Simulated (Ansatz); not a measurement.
# TiO2: the cost of one run

Computed with Ansatz 0.2.0 (DFT PBE+U, scalar-relativistic, plane waves, PAW, unless a step's input says otherwise).

2 further runs of the same task are left out: 2 set aside as unsound or not needed. Runs told in other sessions of the task aren't counted.

## 1. The structure to begin with

Symmetry: P4_2/mnm, No. 136, tetragonal system. The conventional cell has a = 4.640 Å, b = 4.640 Å, c = 3.006 Å, α = 90.00°, β = 90.00°, γ = 90.00°. Around Ti (site symmetry mmm) lie 6 O at 1.97 to 2.01 Å. O (site symmetry m2m) has 3 Ti at 1.97 to 2.01 Å in its first shell of neighbours.

Structure file:

```
CELL_PARAMETERS angstrom
4.64038 0.00000 0.00000
0.00000 4.64038 0.00000
0.00000 0.00000 3.00638
ATOMIC_POSITIONS crystal
Ti 0.00000 0.00000 0.00000
Ti 0.50000 0.50000 0.50000
O 0.30565 0.30565 0.00000
O 0.19435 0.80565 0.50000
O 0.69435 0.69435 0.00000
O 0.80565 0.19435 0.50000
```

This cell was relaxed beforehand with the same method: volume 10.79 Å³/atom, gap on the mesh 2.26 eV.

## 2. Zero of the scan

Contents of input.yaml:

```yaml
crystal:
  lattice:
    - [4.640382416, 0.0, 0.0]
    - [0.0, 4.640382416, 0.0]
    - [0.0, 0.0, 3.0063836354]
  atoms:
    - { symbol: Ti, position: [0.0, 0.0, 0.0] }
    - { symbol: Ti, position: [0.5, 0.5, 0.5] }
    - { symbol: O, position: [0.3056475974, 0.3056475974, 0.0] }
    - { symbol: O, position: [0.1943524026, 0.8056475974, 0.5] }
    - { symbol: O, position: [0.6943524026, 0.6943524026, 0.0] }
    - { symbol: O, position: [0.8056475974, 0.1943524026, 0.5] }
basis:
  ecutwfc: 420
kpoints:
  mp_grid: { grid: [6, 6, 10] }
hamiltonian:
  xc: pbe
  hubbard: { sites: [{ species: Ti, l: d, u_eff: 4.0 }] }
scf:
  occupations: { method: gaussian, width: 0.05 }
output:
  forces: true
  stress: true
  eigenvalues: true
```

Started as:

```console
$ ansatz run input.yaml --threads 2 --pin off --max-ram 5120MiB --backend cpu --events-out ev --progress --plain --runs-dir out
```

Q: Estimate wall time and peak memory on 2 threads of Arm Neoverse V1, shared host.

About 5.3 s, with a peak of 0.52 GiB.
